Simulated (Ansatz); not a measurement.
Sc3SnC, space group Pm-3m, a band structure

With the Ansatz DFT code, driven from Python.

Input file `POSCAR`:
```text
Sc3SnC
1.0
   4.53027743    0.00000000    0.00000000
   0.00000000    4.53027743    0.00000000
   0.00000000    0.00000000    4.53027743
Sc Sn C
3 1 1
Direct
   0.00000000    0.50000000    0.50000000
   0.50000000    0.50000000    0.00000000
   0.50000000    0.00000000    0.50000000
   0.00000000    0.00000000    0.00000000
   0.50000000    0.50000000    0.50000000
```

Interactive session:
```pycon
>>> from collections import Counter
>>> from pathlib import Path
>>> import ansatz
>>> from ase.io import read
>>> import matplotlib.pyplot as plt
>>> import numpy as np
>>> from pymatgen.core import Structure
>>> atoms = read('POSCAR', format='vasp')
>>> structure = ansatz.Crystal.from_ase(atoms)
>>> structure.resolved().sites[-1]
Site(symbol='C', position=(0.5, 0.5, 0.5), moment=None, axis=None, held=None, saved=None)
>>> # vertices of the path, as fractions of the reciprocal vectors
>>> path = [
...     ('G', (0.0, 0.0, 0.0)),
...     ('X', (0.0, 0.5, 0.0)),
...     ('M', (0.5, 0.5, 0.0)),
...     ('G', (0.0, 0.0, 0.0)),
...     ('R', (0.5, 0.5, 0.5)),
... ]
>>> job = (
...     structure.calculation()
...     .occupations('gaussian')
...     .functional('lda')
...     .kpoints(spacing=0.29)
...     .band_structure([point for _, point in path], intervals=10)
...     .scf(extra_bands=6)
...     .density()
...     .potential()
...     .electron_localization_function()
...     .output_files(volumetric_format='npy')
... )
>>> planned = job.session().plan(threads=1)
DeckWarning: basis.ecutwfc = 420 eV, auto-derived from the records' recommended cutoffs: set by Sc (normal level)
>>> facts = planned.describe()
>>> print('plan:', facts['n_bands'], 'bands,', len(facts['kpoints_frac']), 'k-points, plane waves', facts['n_pw_range'], 'grid', facts['fft_dense'])
plan: 32 bands, 10 k-points, plane waves [1800, 1839] grid [32, 32, 32]
>>> res = planned.execute()
>>> rep = res.report
>>> sorted(key for key in rep if key.endswith('_ev'))
['eigenvalues_ev', 'energy_sigma0_ev', 'entropy_ts_ev', 'fermi_energy_ev', 'free_energy_ev', 'gap_by_band_count_ev', 'harris_foulkes_ev', 'internal_energy_ev', 'lagrangian_above_aufbau_ev', 'lagrangian_ev', 'lagrangian_sigma0_ev', 'loop_eigenvalues_ev', 'loop_fermi_energy_ev', 'occupations_fermi_energy_ev', 'residual_norms_ev']
>>> n_atoms = len(rep['lattice']['sites'])
>>> print('F =', round(rep['free_energy_ev'], 4), 'eV for', n_atoms, 'atoms')
F = -12393.8998 eV for 5 atoms
>>> print('E(sigma -> 0) =', round(rep['energy_sigma0_ev'], 4), 'eV, TS =', round(rep['entropy_ts_ev'], 5), 'eV')
E(sigma -> 0) = -12393.8948 eV, TS = 0.00998 eV
>>> print('closed by', rep['closed_by'], 'after', rep['n_iterations'], 'iterations')
closed by deck_thresholds after 7 iterations
>>> folder = Path(res.write_results('fields'))
>>> print('densities in e/A^3, potentials in eV, ELF without unit')
densities in e/A^3, potentials in eV, ELF without unit
>>> for name in sorted(p.name for p in folder.glob('*.npy')):
...     field = np.load(folder / name)
...     print(f'{name:16s} {str(field.shape):16s} min {field.min():10.4f}  mean {field.mean():10.4f}  max {field.max():10.4f}')
...
elf.npy          (32, 32, 32)     min     0.0007  mean     0.3441  max     0.8132
rho.npy          (32, 32, 32)     min     0.0865  mean     0.5485  max    16.6309
v_es.npy         (32, 32, 32)     min   -83.8377  mean     5.6483  max    73.8105
v_tot.npy        (32, 32, 32)     min  -105.1432  mean    -5.2593  max    26.7619
>>> final = Structure(res.lattice.cell_ang, [s.symbol for s in res.lattice.sites], [s.position_frac for s in res.lattice.sites])
>>> # first shell of each atom, within 15 % of its shortest distance
>>> shortest = {}
>>> for site, neighbours in zip(final, final.get_all_neighbors(5.0)):
...     for other in neighbours:
...         pair = '-'.join(sorted((site.specie.symbol, other.specie.symbol)))
...         shortest[pair] = min(shortest.get(pair, 9e9), other.nn_distance)
...
>>> for pair, distance in sorted(shortest.items(), key=lambda item: item[1]):
...     print(f'shortest {pair:6s} {distance:.4f} A')
...
shortest C-Sc   2.2651 A
shortest Sc-Sc  3.2034 A
shortest Sc-Sn  3.2034 A
shortest C-Sn   3.9233 A
shortest Sn-Sn  4.5303 A
shortest C-C    4.5303 A
>>> bands = res.band_structure()
>>> fermi = bands.fermi_energy_ev
>>> print(f'zero of the bands: {fermi:.3f} eV, the Fermi level found on the SCF mesh')
zero of the bands: 11.503 eV, the Fermi level found on the SCF mesh
>>> reciprocal = 2 * np.pi * np.linalg.inv(res.lattice.cell_ang).T
>>> steps = np.linalg.norm(np.diff(bands.kpoints_frac @ reciprocal, axis=0), axis=1)
>>> distance = np.concatenate([[0], np.cumsum(steps)])
>>> fig, ax = plt.subplots(figsize=(5, 4))
>>> for channel, colour in zip(bands.channels, ('C0', 'C3')):
...     ax.plot(distance, channel.eigenvalues_ev - fermi, colour, lw=1)
...
[<matplotlib.lines.Line2D object at 0x...>, <matplotlib.lines.Line2D object at 0x...>, <matplotlib.lines.Line2D object at 0x...>, <matplotlib.lines.Line2D object at 0x...>, <matplotlib.lines.Line2D object at 0x...>, <matplotlib.lines.Line2D object at 0x...>, <matplotlib.lines.Line2D object at 0x...>, <matplotlib.lines.Line2D object at 0x...>, <matplotlib.lines.Line2D object at 0x...>, <matplotlib.lines.Line2D object at 0x...>, <matplotlib.lines.Line2D object at 0x...>, <matplotlib.lines.Line2D object at 0x...>, <matplotlib.lines.Line2D object at 0x...>, <matplotlib.lines.Line2D object at 0x...>, <matplotlib.lines.Line2D object at 0x...>, <matplotlib.lines.Line2D object at 0x...>, <matplotlib.lines.Line2D object at 0x...>, <matplotlib.lines.Line2D object at 0x...>, <matplotlib.lines.Line2D object at 0x...>, <matplotlib.lines.Line2D object at 0x...>, <matplotlib.lines.Line2D object at 0x...>, <matplotlib.lines.Line2D object at 0x...>, <matplotlib.lines.Line2D object at 0x...>, <matplotlib.lines.Line2D object at 0x...>, <matplotlib.lines.Line2D object at 0x...>, <matplotlib.lines.Line2D object at 0x...>, <matplotlib.lines.Line2D object at 0x...>, <matplotlib.lines.Line2D object at 0x...>, <matplotlib.lines.Line2D object at 0x...>, <matplotlib.lines.Line2D object at 0x...>, <matplotlib.lines.Line2D object at 0x...>, <matplotlib.lines.Line2D object at 0x...>]
>>> ax.set_xticks(distance[::10], [label for label, _ in path])
[<matplotlib.axis.XTick object at 0x...>, <matplotlib.axis.XTick object at 0x...>, <matplotlib.axis.XTick object at 0x...>, <matplotlib.axis.XTick object at 0x...>, <matplotlib.axis.XTick object at 0x...>]
>>> ax.set(ylim=(-6, 6), ylabel='E - E_F (eV)', xlim=(0, distance[-1]))
[(-6.0, 6.0), Text(0, 0.5, 'E - E_F (eV)'), (0.0, 3.568758555707394)]
>>> ax.grid(axis='x')
>>> fig.savefig('bands.png', dpi=100)
>>> first = bands.channels[0].eigenvalues_ev - fermi
>>> near = np.argsort(np.abs(first.mean(axis=0)))[:4]
>>> for band in sorted(near):
...     print(f'band {band + 1}: {first[:, band].min():.3f} to {first[:, band].max():.3f} eV')
...
band 26: -0.882 to 0.867 eV
band 27: -0.583 to 0.867 eV
band 28: 0.370 to 1.327 eV
band 29: 0.869 to 1.651 eV
```

Reading the output:
- The settings weren't tested for convergence.
- The computed bands are complete only to about 2.1 eV above the Fermi level.
- A gap by band count of zero or less means overlapping bands, a metal, and at an odd count of electrons it is no gap at all.
- Grid values close to the nuclei reflect the PAW or pseudopotential construction, not the all-electron fields.
- This cell is a computed structure, which may not be the phase found in nature.
- Levels are Kohn-Sham eigenvalues on this mesh, without spin-orbit coupling.
- Warnings are shown shortened and without file and line.
- Wall time of the script: 5.8 s on 1 thread of Arm Neoverse V1, on a shared host, peak memory 0.49 GiB.
